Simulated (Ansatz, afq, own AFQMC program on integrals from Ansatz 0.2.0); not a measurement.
# H2BrO (doublet): AFQMC on the coupled-cluster ladder at distance O1–H3 along a hydrogen transfer = 1.146 Å, cc-pVTZ

How near does AFQMC come to the top of the ladder for H2BrO (doublet)?

Program: Ansatz 0.2.0, Gaussian basis, and an in-house AFQMC program (afq) on its integrals; all values are calculated. Level of theory: cc-pVTZ, frozen cores. These are calculated values, not measurements.

Plan: PBE (unrestricted); CCSD(T) on UHF; CCSD(T) on UHF; r2SCAN (unrestricted); PBE0 (unrestricted); CCSD(T) on UHF; B3LYP (unrestricted); wB97M-V (unrestricted); B2PLYP (unrestricted); Phaseless AFQMC, CISD trial on UHF.

## 1. The geometry

The geometry derives from fragments relaxed apart (PBE0/def2-TZVP) and kept rigid, so it is no stationary point. A hydrogen atom is moved between rigid fragments. No spin-orbit coupling is included. The filled d shell of Br may be among the frozen orbitals whatever the setting's name suggests; the logs give the count.

4 atoms, charge 0, spin multiplicity 2.

Atoms are counted from 1 here; the program's logs count them from 0.

Bond lengths: O1–H2 0.960 Å, O1–H3 1.146 Å, H3–Br4 1.669 Å. Angles: H2–O1–H3 105.1°, O1–H3–Br4 180.0°.

## 2. PBE (unrestricted)

in.yaml reads:

```yaml
crystal:
  periodic: [false, false, false]
  atoms:
    - {symbol: O, position_ang: [-0.927923, -0.231644, 0.000000]}
    - {symbol: H, position_ang: [-1.177232, 0.694932, 0.000000]}
    - {symbol: H, position_ang: [0.218077, -0.231644, 0.000000]}
    - {symbol: Br, position_ang: [1.887077, -0.231644, 0.000000]}
basis:
  gaussian: {orbitals: cc-pVTZ}
magnetization: {spin_polarized: true, initial_magnetization: 1}
hamiltonian: {xc: {name: PBE}}
output: {orbitals: {seedname: orbitals}}
```

The run is started by

```console
$ ansatz run in.yaml --threads 1 --pin off --events-out ev --progress --plain --max-ram 5632MiB --backend cpu
```

The log of the run:

```text
Functional definition: PBE
  name "PBE"
  cite "Perdew, Burke & Ernzerhof, Phys. Rev. Lett. 77, 3865 (1996) doi:10.1103/PhysRevLett.77.3865"
  parent pbe
  parameter kappa = 0.804
  parameter beta = 0.06672455060314922
  exchange = pbe_x(kappa = kappa, mu = beta*pi^2/3)
  correlation = pbe_c(beta = beta)
661 factors; their error is unknown
mean field evaluation 1: about -72105.4099 eV, gradient 4.7e1 eV
mean field evaluation 2: about -72042.4803 eV, gradient 1.2e2 eV
mean field evaluation 4: about -72108.4290 eV, gradient 2.8e1 eV
mean field evaluation 8: about -72113.2502 eV, gradient 6.3e0 eV
mean field evaluation 16: about -72113.6362 eV, gradient 1.1e-5 eV
mean field evaluation 32: about -72113.5757 eV, gradient 8.5e-2 eV
mean field evaluation 64: about -72113.6153 eV, gradient 6.9e-1 eV
mean field evaluation 96: about -72113.1127 eV, gradient 8.0e0 eV
mean field -72113.63623433 eV, -2650.1272512334 hartree, gradient 3.5e-6 eV, S^2 0.751845; 10 other end points of the search recorded, 0 dependent functions left out
reference -72113.63626103 eV, -2650.1272522148 hartree; 23, 22 occupied and 78, 79 virtual orbitals, 661 factors
Total energy: -72113.63626103 eV, -2650.1272522148 hartree
```

Wall time 12 s (1 thread of AMD EPYC 7R13 (Zen 3), shared host); peak memory 1.9 GiB.

From the report: ⟨S²⟩ of the determinant 0.752 (pure doublet: 0.75).

## 3. CCSD(T) on UHF

Changes to in.yaml since step 2:

```diff
@@ -10,3 +10,2 @@
 magnetization: {spin_polarized: true, initial_magnetization: 1}
-hamiltonian: {xc: {name: PBE}}
-output: {orbitals: {seedname: orbitals}}
+correlation: {method: ccsd_t, electrons: outside_noble_gas, hamiltonian_folder: ham}
```

The run is started by

```console
$ ansatz run in.yaml --threads 1 --pin off --events-out ev --progress --plain --max-ram 16896MiB --backend cuda --devices 0, --max-vram 18GiB
```

The log of the run (excerpt; [...] marks lines left out):

```text
Functional definition: HF
  name "HF"
  cite "Fock, Z. Phys. 61, 126 (1930) doi:10.1007/BF01340294"
  parent pbe
[...]
622 factors; integrals over basis functions are off by at most 1.1e-3 eV
[...]
mean field -72067.89176888 eV, -2648.4461731349 hartree, gradient 4.9e-6 eV, S^2 0.809257; 12 other end points of the search recorded, 0 dependent functions left out
determinant -72067.89176888 eV, -2648.4461731349 hartree, with singles and doubles -72079.80856758 eV, -2648.8841074095 hartree
determinant -72067.54927972 eV, -2648.4335868904 hartree, with singles and doubles -72079.47169305 eV, -2648.8717274989 hartree
determinant -72067.47389379 eV, -2648.4308165086 hartree, with singles and doubles -72078.76858207 eV, -2648.8458886470 hartree
determinant -72067.89176888 eV, -2648.4461731349 hartree, with singles and doubles -72079.76901470 eV, -2648.8826538681 hartree
determinant -72067.54927972 eV, -2648.4335868904 hartree, with singles and doubles -72079.43771329 eV, -2648.8704787659 hartree
15 core orbitals not correlated: weight in the atoms' cores, before any rotation towards them, 1.000 or more for the frozen orbitals, at most 0.000 for the correlated occupied ones
reference -72067.89176888 eV, -2648.4461731349 hartree; 8, 7 occupied and 78, 79 virtual orbitals, 622 factors
second order -11.12581511 eV of doubles, -0.00000000 eV of singles
cycle   1  -11.87724539 eV  change    4.4e-7 eV  update   1.9e-6
perturbative correction -0.42027029 eV, -0.0154446481 hartree
Total energy: -72080.18928455 eV, -2648.8980985002 hartree
```

It took 14 s on 1 × NVIDIA H100 80GB HBM3 with 1 thread of AMD EPYC 7R13 (Zen 3), shared host; peak host memory 1.9 GiB.

From the report: ⟨S²⟩ of the determinant 0.809 (pure doublet: 0.75); correlation -12.2975 eV; T1 0.019; largest double amplitude 0.05.

This run also writes the integrals to the folder ham.

## 4. CCSD(T) on UHF

Changes to in.yaml since step 3:

```diff
@@ -8,4 +8,4 @@
 basis:
-  gaussian: {orbitals: cc-pVTZ}
+  gaussian: {orbitals: def2-TZVPP}
 magnetization: {spin_polarized: true, initial_magnetization: 1}
-correlation: {method: ccsd_t, electrons: outside_noble_gas, hamiltonian_folder: ham}
+correlation: {method: ccsd_t, electrons: outside_noble_gas}
```

The command is unchanged.

The log of the run (excerpt; [...] marks lines left out):

```text
Functional definition: HF
  name "HF"
  cite "Fock, Z. Phys. 61, 126 (1930) doi:10.1007/BF01340294"
  parent pbe
[...]
689 factors; integrals over basis functions are off by at most 1.3e-3 eV
[...]
mean field -72066.74165813 eV, -2648.4039073444 hartree, gradient 3.9e-6 eV, S^2 0.809138; 12 other end points of the search recorded, 0 dependent functions left out
determinant -72066.74165813 eV, -2648.4039073444 hartree, with singles and doubles -72078.67569991 eV, -2648.8424752904 hartree
determinant -72066.43362379 eV, -2648.3925872913 hartree, with singles and doubles -72078.37050515 eV, -2648.8312595901 hartree
determinant -72066.30931523 eV, -2648.3880190356 hartree, with singles and doubles -72077.61033949 eV, -2648.8033240174 hartree
determinant -72066.74165813 eV, -2648.4039073444 hartree, with singles and doubles -72078.63110085 eV, -2648.8408363052 hartree
determinant -72066.43362379 eV, -2648.3925872913 hartree, with singles and doubles -72078.33402066 eV, -2648.8299188097 hartree
15 core orbitals not correlated: weight in the atoms' cores, before any rotation towards them, 1.000 or more for the frozen orbitals, at most 0.000 for the correlated occupied ones
reference -72066.74165813 eV, -2648.4039073444 hartree; 8, 7 occupied and 84, 85 virtual orbitals, 689 factors
second order -11.13850968 eV of doubles, -0.00000000 eV of singles
cycle   1  -11.88944242 eV  change    3.0e-7 eV  update   1.9e-6
perturbative correction -0.42428331 eV, -0.0155921242 hartree
Total energy: -72079.05538386 eV, -2648.8564284185 hartree
```

Run time: 14 s. Hardware: 1 × NVIDIA H100 80GB HBM3 with 1 thread of AMD EPYC 7R13 (Zen 3), shared host; peak host memory 1.9 GiB.

From the report: ⟨S²⟩ of the determinant 0.809 (pure doublet: 0.75); correlation -12.3137 eV; T1 0.019; largest double amplitude 0.04.

## 5. r2SCAN (unrestricted)

Changes to in.yaml since step 4:

```diff
@@ -8,4 +8,4 @@
 basis:
-  gaussian: {orbitals: def2-TZVPP}
+  gaussian: {orbitals: cc-pVTZ}
 magnetization: {spin_polarized: true, initial_magnetization: 1}
-correlation: {method: ccsd_t, electrons: outside_noble_gas}
+hamiltonian: {xc: {name: r2SCAN}}
```

The run is started by

```console
$ ansatz run in.yaml --threads 1 --pin off --events-out ev --progress --plain --max-ram 5632MiB --backend cpu
```

The log of the run (excerpt; [...] marks lines left out):

```text
Functional definition: r2SCAN
  name "r2SCAN"
  cite "Furness, Kaplan, Ning, Perdew & Sun, J. Phys. Chem. Lett. 11, 8208 (2020) doi:10.1021/acs.jpclett.0c02405"
  cite "Furness, Kaplan, Ning, Perdew & Sun, J. Phys. Chem. Lett. 11, 9248 (2020) doi:10.1021/acs.jpclett.0c03077"
  parent r2scan
[...]
661 factors; their error is unknown
[...]
mean field -72124.78744809 eV, -2650.5370507804 hartree, gradient 7.2e-6 eV, S^2 0.758118; 12 other end points of the search recorded, 0 dependent functions left out
reference -72124.78745606 eV, -2650.5370510734 hartree; 23, 22 occupied and 78, 79 virtual orbitals, 661 factors
Total energy: -72124.78745606 eV, -2650.5370510734 hartree
```

Run time: 27 s. Hardware: 1 thread of AMD EPYC 7R13 (Zen 3), shared host; peak memory 1.9 GiB.

From the report: ⟨S²⟩ of the determinant 0.758 (pure doublet: 0.75).

## 6. PBE0 (unrestricted)

Changes to in.yaml since step 5:

```diff
@@ -10,2 +10,3 @@
 magnetization: {spin_polarized: true, initial_magnetization: 1}
-hamiltonian: {xc: {name: r2SCAN}}
+hamiltonian: {xc: {name: PBE0}}
+output: {orbitals: {seedname: orbitals}}
```

Same command.

The log of the run:

```text
Functional definition: PBE0
  name "PBE0"
  cite "Adamo & Barone, J. Chem. Phys. 110, 6158 (1999) doi:10.1063/1.478522"
  cite "Perdew, Burke & Ernzerhof, Phys. Rev. Lett. 77, 3865 (1996) doi:10.1103/PhysRevLett.77.3865"
  parent pbe
  parameter a = 0.25
  parameter kappa = 0.804
  parameter beta = 0.06672455060314922
  exchange = (1 - a)*pbe_x(kappa = kappa, mu = beta*pi^2/3) + a*exact_x
  correlation = pbe_c(beta = beta)
700 factors; their error is unknown
mean field evaluation 1: about -72109.3939 eV, gradient 4.0e1 eV
mean field evaluation 2: about -72081.3286 eV, gradient 8.7e1 eV
mean field evaluation 4: about -72114.1624 eV, gradient 1.6e1 eV
mean field evaluation 8: about -72115.3977 eV, gradient 4.1e-1 eV
mean field evaluation 16: about -72115.6239 eV, gradient 1.2e-4 eV
mean field evaluation 32: about -72115.8219 eV, gradient 5.9e-4 eV
mean field -72115.82194855 eV, -2650.2075747495 hartree, gradient 5.2e-6 eV, S^2 0.760156; 5 other end points of the search recorded, 0 dependent functions left out
reference -72115.82196803 eV, -2650.2075754653 hartree; 23, 22 occupied and 78, 79 virtual orbitals, 700 factors
Total energy: -72115.82196803 eV, -2650.2075754653 hartree
```

Run time: 11 s. Hardware: 1 thread of AMD EPYC 7R13 (Zen 3), shared host; peak memory 1.9 GiB.

From the report: ⟨S²⟩ of the determinant 0.760 (pure doublet: 0.75).

## 7. CCSD(T) on UHF

Changes to in.yaml since step 6:

```diff
@@ -8,5 +8,4 @@
 basis:
-  gaussian: {orbitals: cc-pVTZ}
+  gaussian: {orbitals: "def2-QZVPP.json"}
 magnetization: {spin_polarized: true, initial_magnetization: 1}
-hamiltonian: {xc: {name: PBE0}}
-output: {orbitals: {seedname: orbitals}}
+correlation: {method: ccsd_t, electrons: outside_noble_gas}
```

The run is started by

```console
$ ansatz run in.yaml --threads 1 --pin off --events-out ev --progress --plain --max-ram 16896MiB --backend cuda --devices 0, --max-vram 18GiB
```

The log of the run (excerpt; [...] marks lines left out):

```text
Functional definition: HF
  name "HF"
  cite "Fock, Z. Phys. 61, 126 (1930) doi:10.1007/BF01340294"
  parent pbe
[...]
1316 factors; integrals over basis functions are off by at most 1.4e-3 eV
[...]
mean field -72068.18844763 eV, -2648.4570758779 hartree, gradient 2.9e-6 eV, S^2 0.809655; 11 other end points of the search recorded, 0 dependent functions left out
determinant -72068.18844763 eV, -2648.4570758779 hartree, with singles and doubles -72081.14912629 eV, -2648.9333720334 hartree
determinant -72067.90303788 eV, -2648.4465872628 hartree, with singles and doubles -72080.87353404 eV, -2648.9232442053 hartree
determinant -72067.75272935 eV, -2648.4410635263 hartree, with singles and doubles -72080.09514038 eV, -2648.8946387657 hartree
determinant -72068.18844763 eV, -2648.4570758779 hartree, with singles and doubles -72080.99567406 eV, -2648.9277327682 hartree
determinant -72067.90303788 eV, -2648.4465872628 hartree, with singles and doubles -72080.72146105 eV, -2648.9176556258 hartree
15 core orbitals not correlated: weight in the atoms' cores, before any rotation towards them, 1.000 or more for the frozen orbitals, at most 0.000 for the correlated occupied ones
reference -72068.18844763 eV, -2648.4570758779 hartree; 8, 7 occupied and 183, 184 virtual orbitals, 1316 factors
second order -12.15883362 eV of doubles, -0.00000000 eV of singles
cycle   1  -12.80722689 eV  change   -4.6e-7 eV  update   1.5e-6
perturbative correction -0.50370411 eV, -0.0185107848 hartree
Total energy: -72081.49937864 eV, -2648.9462435699 hartree
```

Run time: 30 s. Hardware: 1 × NVIDIA H100 80GB HBM3 with 1 thread of AMD EPYC 7R13 (Zen 3), shared host; peak host memory 1.9 GiB.

From the report: ⟨S²⟩ of the determinant 0.810 (pure doublet: 0.75); correlation -13.3109 eV; T1 0.020; largest double amplitude 0.05.

## 8. B3LYP (unrestricted)

Changes to in.yaml since step 7:

```diff
@@ -8,4 +8,4 @@
 basis:
-  gaussian: {orbitals: "def2-QZVPP.json"}
+  gaussian: {orbitals: cc-pVTZ}
 magnetization: {spin_polarized: true, initial_magnetization: 1}
-correlation: {method: ccsd_t, electrons: outside_noble_gas}
+hamiltonian: {xc: {name: B3LYP}}
```

The run is started by

```console
$ ansatz run in.yaml --threads 1 --pin off --events-out ev --progress --plain --max-ram 5632MiB --backend cpu
```

The log of the run (excerpt; [...] marks lines left out):

```text
Functional definition: B3LYP
  name "B3LYP"
  cite "Stephens, Devlin, Chabalowski & Frisch, J. Phys. Chem. 98, 11623 (1994) doi:10.1021/j100096a001"
  cite "Becke, Phys. Rev. A 38, 3098 (1988) doi:10.1103/PhysRevA.38.3098"
  cite "Lee, Yang & Parr, Phys. Rev. B 37, 785 (1988) doi:10.1103/PhysRevB.37.785"
  cite "Vosko, Wilk & Nusair, Can. J. Phys. 58, 1200 (1980) doi:10.1139/p80-159"
[...]
691 factors; their error is unknown
[...]
mean field -72127.09892314 eV, -2650.6219959217 hartree, gradient 5.7e-6 eV, S^2 0.757692; 5 other end points of the search recorded, 0 dependent functions left out
reference -72127.09910715 eV, -2650.6220026839 hartree; 23, 22 occupied and 78, 79 virtual orbitals, 691 factors
Total energy: -72127.09910715 eV, -2650.6220026839 hartree
```

It took 11 s on 1 thread of AMD EPYC 7R13 (Zen 3), shared host; peak memory 1.9 GiB.

From the report: ⟨S²⟩ of the determinant 0.758 (pure doublet: 0.75).

## 9. wB97M-V (unrestricted)

Changes to in.yaml since step 8:

```diff
@@ -10,2 +10,3 @@
 magnetization: {spin_polarized: true, initial_magnetization: 1}
-hamiltonian: {xc: {name: B3LYP}}
+hamiltonian: {xc: {name: wB97M-V}}
+output: {orbitals: {seedname: orbitals}}
```

Launched as before.

The log of the run (excerpt; [...] marks lines left out):

```text
Functional definition: wB97M-V
  name "wB97M-V"
  cite "Mardirossian & Head-Gordon, J. Chem. Phys. 144, 214110 (2016) doi:10.1063/1.4952647"
  cite "Becke, J. Chem. Phys. 107, 8554 (1997) doi:10.1063/1.475007"
  cite "Vydrov & Van Voorhis, J. Chem. Phys. 133, 244103 (2010) doi:10.1063/1.3521275"
  # Of w^i u^j: cxij and so on, Table III.
[...]
  gx(w, u) = 1 - cx + cx01*u + cx10*w
  gss(w, u) = css00 + css04*u^4 + css10*w + css20*w^2 + css43*w^4*u^3
  gos(w, u) = cos00 + cos10*w + (cos20 + cos21*u)*w^2 + (cos60 + cos61*u)*w^6
[...]
      + integral(e_c_pw_mod_opposite_spin*gos(b97_w_opposite, b97_u_opposite)) + vv10(b, c)
683 factors; their error is unknown
119 factors; integrals over basis functions are off by at most 4.3e-5 eV
[...]
mean field -72121.29462482 eV, -2650.4086918930 hartree, gradient 1.5e-5 eV, S^2 0.760257; 5 other end points of the search recorded, 0 dependent functions left out
reference -72121.29465452 eV, -2650.4086929845 hartree; 23, 22 occupied and 78, 79 virtual orbitals, 683 factors
Total energy: -72121.29465452 eV, -2650.4086929845 hartree
```

Run time: 31 s. Hardware: 1 thread of AMD EPYC 7R13 (Zen 3), shared host; peak memory 1.9 GiB.

From the report: ⟨S²⟩ of the determinant 0.760 (pure doublet: 0.75).

## 10. B2PLYP (unrestricted)

Changes to in.yaml since step 9:

```diff
@@ -10,3 +10,3 @@
 magnetization: {spin_polarized: true, initial_magnetization: 1}
-hamiltonian: {xc: {name: wB97M-V}}
-output: {orbitals: {seedname: orbitals}}
+hamiltonian: {xc: {name: B2PLYP}}
+correlation: {electrons: outside_noble_gas}
```

The command is unchanged.

The log of the run (excerpt; [...] marks lines left out):

```text
Functional definition: B2PLYP
  name "B2PLYP"
  cite "Grimme, J. Chem. Phys. 124, 034108 (2006) doi:10.1063/1.2148954"
  cite "Becke, Phys. Rev. A 38, 3098 (1988) doi:10.1103/PhysRevA.38.3098"
  cite "Lee, Yang & Parr, Phys. Rev. B 37, 785 (1988) doi:10.1103/PhysRevB.37.785"
[...]
622 factors; integrals over basis functions are off by at most 1.1e-3 eV
[...]
mean field -72109.69334989 eV, -2649.9823529027 hartree, gradient 1.2e-6 eV, S^2 0.772775; 9 other end points of the search recorded, 0 dependent functions left out
15 core orbitals not correlated: weight in the atoms' cores, before any rotation towards them, 1.000 or more for the frozen orbitals, at most 0.000 for the correlated occupied ones
reference -72109.69346551 eV, -2649.9823571516 hartree; 8, 7 occupied and 78, 79 virtual orbitals, 622 factors
second order -13.56648740 eV of doubles, -0.00000000 eV of singles
Total energy: -72113.35641710 eV, -2650.1169681400 hartree
```

It took 15 s on 1 thread of AMD EPYC 7R13 (Zen 3), shared host; peak memory 1.9 GiB.

From the report: ⟨S²⟩ of the determinant 0.773 (pure doublet: 0.75).

## 11. Phaseless AFQMC, CISD trial on UHF

It reads the integrals that the CCSD(T) run on this determinant wrote.

The run is started by

```console
$ afq ham --method phaseless --trial cisd --walkers 1400 --populations 20 --least-time 60 --time-step 0.005 --steps-per-block 50 --equilibration-blocks 28 --max-blocks 4000 --target-error 0.00023 --factor-cut 1e-05 --start spin_pure --seed 8555 --release-times 0.24,0.51,0.99,1.5 --release-step 0.03 --release-every 4 --taylor-order 6
```

The log of the run:

```text
orbitals 86  electrons 8 7  factors 560 of 622
reference energy -2648.44617313 Eh
CCSD correlation -0.43648067 Eh in 17 cycles, weight of the determinant in the CISD state 0.8620
energy of the start -2648.877714 Eh
 block  time / (1/Eh)  mean weight  energy / Eh
     1     0.250  0.9990  -2648.876008
     2     0.500  1.0007  -2648.882859
     3     0.750  1.0002  -2648.889362
     4     1.000  1.0002  -2648.892199
     5     1.250  1.0000  -2648.895675
     6     1.500  0.9994  -2648.897809
     7     1.750  0.9995  -2648.899067
     8     2.000  0.9994  -2648.898228
     9     2.250  0.9997  -2648.899795
    10     2.500  1.0003  -2648.897705
    13     3.250  0.9996  -2648.897091
    17     4.250  1.0010  -2648.894098
    21     5.250  1.0004  -2648.902496
    25     6.250  0.9998  -2648.899455
    29     7.250  1.0005  -2648.899938
    33     8.250  0.9990  -2648.897144
    37     9.250  0.9997  -2648.900291
    41    10.250  0.9999  -2648.897314
    45    11.250  0.9999  -2648.897139
    49    12.250  0.9997  -2648.897975
    53    13.250  1.0005  -2648.896830
    57    14.250  0.9997  -2648.900257
    61    15.250  0.9996  -2648.897729
    65    16.250  1.0002  -2648.898057
    69    17.250  1.0006  -2648.901906
    73    18.250  0.9997  -2648.898343
    77    19.250  0.9996  -2648.898248
    81    20.250  1.0003  -2648.896475
    85    21.250  1.0008  -2648.900996
    89    22.250  0.9996  -2648.901944
    93    23.250  0.9994  -2648.900186
    97    24.250  0.9991  -2648.897791
   101    25.250  1.0000  -2648.895074
   105    26.250  0.9991  -2648.897493
   109    27.250  1.0003  -2648.897403
   113    28.250  1.0001  -2648.897242
   117    29.250  1.0003  -2648.900054
   121    30.250  1.0006  -2648.896880
   125    31.250  1.0002  -2648.899770
   129    32.250  0.9995  -2648.900230
   133    33.250  1.0005  -2648.896576
   137    34.250  0.9998  -2648.897650
   141    35.250  1.0000  -2648.899180
   145    36.250  1.0009  -2648.898630
   149    37.250  0.9997  -2648.898489
   153    38.250  0.9997  -2648.897739
   157    39.250  1.0006  -2648.896118
   161    40.250  0.9999  -2648.898941
   165    41.250  0.9981  -2648.897230
   169    42.250  1.0000  -2648.897623
   173    43.250  0.9995  -2648.898204
   177    44.250  0.9997  -2648.896865
   181    45.250  0.9994  -2648.896745
error from the spread of 20 populations
released: time / (1/Eh)  energy / Eh  error  mean overlap
  0.24  -2648.899056  0.000318  0.9895
  0.51  -2648.899785  0.000267  0.9804
  0.99  -2648.899863  0.000205  0.9673
  1.50  -2648.899931  0.000290  0.9598
energy -2648.898302 +/- 0.000268 Eh
```

Run time: 4 min. Hardware: 1 × NVIDIA H100 80GB HBM3 with 2 threads of AMD EPYC 7R13 (Zen 3), shared host; peak host memory 1.9 GiB.

Energy -72080.1948 ± 0.0073 eV. Caveats: constraint bias not in the error.

## 12. AFQMC on the ladder

On the UHF determinant, counted from CCSD(T) (a yardstick, not exact):

```
                                                level  energy (eV)  from CCSD(T) (kcal/mol)  statistical error (kcal/mol)   time
                                                   HF  -72067.8918                  +283.59                                     
                                                  MP2  -72079.0176                   +27.02                                     
                                                 CCSD  -72079.7690                    +9.69                                     
                                              CCSD(T)  -72080.1893                     0.00                                     
Phaseless AFQMC, CISD trial, step 0.005, 1400 walkers  -72080.1948                    -0.13                          0.17  4 min
```

The functionals' totals stand on their own zeros and serve differences with other points: PBE -72113.636 eV; r2SCAN -72124.787 eV; PBE0 -72115.822 eV; B3LYP -72127.099 eV; wB97M-V -72121.295 eV; B2PLYP -72113.356 eV.

## 13. What came out

```
                                       quantity                  value
Phaseless AFQMC, CISD trial on UHF from CCSD(T)  -0.13 ± 0.17 kcal/mol
```

**Reading.** On UHF the phaseless walk with the CISD trial lies -0.13 kcal/mol from CCSD(T), within three error bars. Error bars are statistical and leave out the constraint, the time step and what remains of the start.
